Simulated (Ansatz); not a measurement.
**C2H4Se (SMILES C1C[Se]1): functionals against CCSD(T) at one geometry**

The atoms stand at a structure displaced at random from a GFN2-xTB minimum. How far do the functionals agree with CCSD(T) there?

The runs use Ansatz 0.2.0, Gaussian basis; single points in def2-TZVPP.

Cores are frozen in the correlated methods. Filled d shells of the heavier atoms are correlated.

## 1. The system as given

7 atoms, charge 0, spin multiplicity 1.

Atoms are counted from 1 here; the program's logs count them from 0.

Bond lengths: C1–C2 1.461 Å, C1–Se3 1.854 Å, C1–H4 1.019 Å, C1–H5 1.198 Å, C2–Se3 1.851 Å, C2–H6 1.155 Å, C2–H7 1.121 Å. Angles: C2–C1–Se3 66.7°, C2–C1–H4 121.3°, C2–C1–H5 114.5°, Se3–C1–H4 125.2°, Se3–C1–H5 112.8°, H4–C1–H5 110.3°, C1–C2–Se3 66.9°, C1–C2–H6 119.8°, C1–C2–H7 120.2°, Se3–C2–H6 115.8°, Se3–C2–H7 112.3°, H6–C2–H7 113.3°, C1–Se3–C2 46.4°.

Coordinates:

```xyz
7

C    -0.6156   -0.1284   -0.4438
C     0.5980    0.2154    0.2930
Se   -0.1437   -1.3941    0.8265
H    -0.5989   -0.2747   -1.4525
H    -1.5836    0.5035   -0.1307
H     0.5724    1.0646    1.0761
H     1.6032    0.0824   -0.1842
```

## 2. CCSD(T)/def2-TZVPP

Contents of run/in.yaml:

```yaml
crystal:
  periodic: [false, false, false]
  atoms:
    - {symbol: C, position_ang: [-0.615600, -0.128400, -0.443800]}
    - {symbol: C, position_ang: [0.598000, 0.215400, 0.293000]}
    - {symbol: Se, position_ang: [-0.143700, -1.394100, 0.826500]}
    - {symbol: H, position_ang: [-0.598900, -0.274700, -1.452500]}
    - {symbol: H, position_ang: [-1.583600, 0.503500, -0.130700]}
    - {symbol: H, position_ang: [0.572400, 1.064600, 1.076100]}
    - {symbol: H, position_ang: [1.603200, 0.082400, -0.184200]}
basis:
  gaussian: {orbitals: def2-TZVPP}
correlation: {method: ccsd_t}
output: {forces: true}
```

The command line of these runs was not kept.

## 3. PBE0-D4/def2-TZVPP

run/in.yaml: that of step 2 with these lines changed.

```diff
@@ -12,3 +12,3 @@
   gaussian: {orbitals: def2-TZVPP}
-correlation: {method: ccsd_t}
-output: {forces: true}
+hamiltonian: {xc: pbe0, dispersion: d4}
+output: {forces: true, orbitals: {seedname: orbitals}}
```

## 4. wB97M-V/def2-TZVPP

run/in.yaml: that of step 3 with these lines changed.

```diff
@@ -12,3 +12,3 @@
   gaussian: {orbitals: def2-TZVPP}
-hamiltonian: {xc: pbe0, dispersion: d4}
-output: {forces: true, orbitals: {seedname: orbitals}}
+hamiltonian: {xc: {name: wB97M-V}}
+output: {forces: true}
```

## 5. r2SCAN-D4/def2-TZVPP

run/in.yaml: that of step 4 with these lines changed.

```diff
@@ -12,3 +12,3 @@
   gaussian: {orbitals: def2-TZVPP}
-hamiltonian: {xc: {name: wB97M-V}}
+hamiltonian: {xc: r2scan, dispersion: d4}
 output: {forces: true}
```

## 6. PBE-D4/def2-TZVPP

run/in.yaml: that of step 5 with these lines changed.

```diff
@@ -12,3 +12,3 @@
   gaussian: {orbitals: def2-TZVPP}
-hamiltonian: {xc: r2scan, dispersion: d4}
+hamiltonian: {xc: pbe, dispersion: d4}
 output: {forces: true}
```

## 7. B97M-V/def2-TZVPP

run/in.yaml: that of step 6 with these lines changed.

```diff
@@ -12,3 +12,3 @@
   gaussian: {orbitals: def2-TZVPP}
-hamiltonian: {xc: pbe, dispersion: d4}
+hamiltonian: {xc: {name: B97M-V}}
 output: {forces: true}
```

## 8. BLYP-D4/def2-TZVPP

run/in.yaml: that of step 7 with these lines changed.

```diff
@@ -12,3 +12,3 @@
   gaussian: {orbitals: def2-TZVPP}
-hamiltonian: {xc: {name: B97M-V}}
+hamiltonian: {xc: {name: BLYP}, dispersion: d4}
 output: {forces: true}
```

(Steps that only read results are left out.)

Before running it: what results should come out? Wanted: energy less free atoms, CCSD(T)/def2-TZVPP; RMS force component; RMS force error; HOMO and LUMO, PBE0-D4; T1 diagnostic.

As calculated:

| quantity | value |
| --- | --- |
| energy less free atoms, CCSD(T)/def2-TZVPP | -2430.7 kJ/mol |
| RMS force component | 1.860 to 2.009 eV/Å over the methods |
| RMS force error | PBE0-D4 0.202, wB97M-V 0.129, r2SCAN-D4 0.154, PBE-D4 0.197, B97M-V 0.219, BLYP-D4 0.215 eV/Å |
| HOMO and LUMO, PBE0-D4 | -6.18 and 0.04 eV |
| T1 diagnostic | 0.009 |

Against CCSD(T) the functionals' energies less atoms differ by -132.4 to -47.0 kJ/mol, PBE-D4 by -132.4 kJ/mol. CCSD(T) in triple zeta still lacks some correlation energy of the bonds, so part of these gaps is its own basis error and they don't rank the functionals. The forces of wB97M-V come nearest to CCSD(T), those of B97M-V are farthest. Frozen-core CCSD(T) forces in triple zeta carry basis errors of their own, and this is one geometry, so small gaps rank nothing.
